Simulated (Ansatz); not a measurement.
# FH9Si4: the cost of one run

All numbers below are computed with Ansatz 0.2.0 (RKS PBE/STO-3G).

### 1 The starting structure

Bond lengths: Si1–F2 1.590 Å, Si1–Si3 2.220 Å, Si3–H4 1.460 Å, Si3–H5 1.460 Å, Si3–H6 1.460 Å, Si1–Si7 2.218 Å, Si7–H8 1.460 Å, Si7–H9 1.460 Å, Si7–H10 1.460 Å, Si1–Si11 2.218 Å, Si11–H12 1.460 Å, Si11–H13 1.460 Å, Si11–H14 1.460 Å. Angles (14 of 24 angles, heavy atoms first): F2–Si1–Si3 109.5°, F2–Si1–Si7 109.5°, F2–Si1–Si11 109.5°, Si3–Si1–Si7 109.5°, Si3–Si1–Si11 109.5°, Si7–Si1–Si11 109.5°, Si1–Si3–H4 109.5°, Si1–Si3–H5 109.5°, Si1–Si3–H6 109.5°, Si1–Si7–H8 109.5°, Si1–Si7–H9 109.5°, Si1–Si7–H10 109.5°, Si1–Si11–H12 109.5°, Si1–Si11–H13 109.5°.

As a file:

```xyz
14

Si    0.0000    0.0000    0.0000
F     0.0000    0.0000    1.5900
Si    2.0935    0.0000   -0.7393
H     2.5508   -1.3762   -0.9079
H     2.1573    0.6939   -2.0222
H     2.9510    0.6823    0.2255
Si   -1.0456    1.8115   -0.7393
H    -2.4302    1.4780   -1.0607
H    -1.0215    2.8436    0.2931
H    -0.3743    2.3069   -1.9374
Si   -1.0456   -1.8115   -0.7393
H    -1.7029   -2.4846    0.3772
H    -2.0454   -1.4265   -1.7311
H    -0.0777   -2.7173   -1.3511
```

### 2 Relaxing the start

input.yaml

```yaml
crystal:
  periodic: [false, false, false]
  atoms:
    - { symbol: Si, position_ang: [0.0, 0.0, 0.0] }
    - { symbol: F, position_ang: [0.0, 0.0, 1.59] }
    - { symbol: Si, position_ang: [2.0935, 0.0, -0.7393] }
    - { symbol: H, position_ang: [2.5508, -1.3762, -0.9079] }
    - { symbol: H, position_ang: [2.1573, 0.6939, -2.0222] }
    - { symbol: H, position_ang: [2.951, 0.6823, 0.2255] }
    - { symbol: Si, position_ang: [-1.0456, 1.8115, -0.7393] }
    - { symbol: H, position_ang: [-2.4302, 1.478, -1.0607] }
    - { symbol: H, position_ang: [-1.0215, 2.8436, 0.2931] }
    - { symbol: H, position_ang: [-0.3743, 2.3069, -1.9374] }
    - { symbol: Si, position_ang: [-1.0456, -1.8115, -0.7393] }
    - { symbol: H, position_ang: [-1.7029, -2.4846, 0.3772] }
    - { symbol: H, position_ang: [-2.0454, -1.4265, -1.7311] }
    - { symbol: H, position_ang: [-0.0777, -2.7173, -1.3511] }
basis:
  gaussian: { orbitals: STO-3G }
hamiltonian:
  xc: pbe
relax:
  f_tol: 0.02
  max_steps: 40
```

On the command line:

```bash
ansatz run input.yaml --threads 1 --pin off --max-ram 2048MiB --backend cpu --events-out ev --progress --plain --runs-dir out
```

What time and memory should one allow on 1 thread of Intel Xeon Platinum 8488C (Sapphire Rapids), shared host?

About 62 s, with a peak of 0.14 GiB.
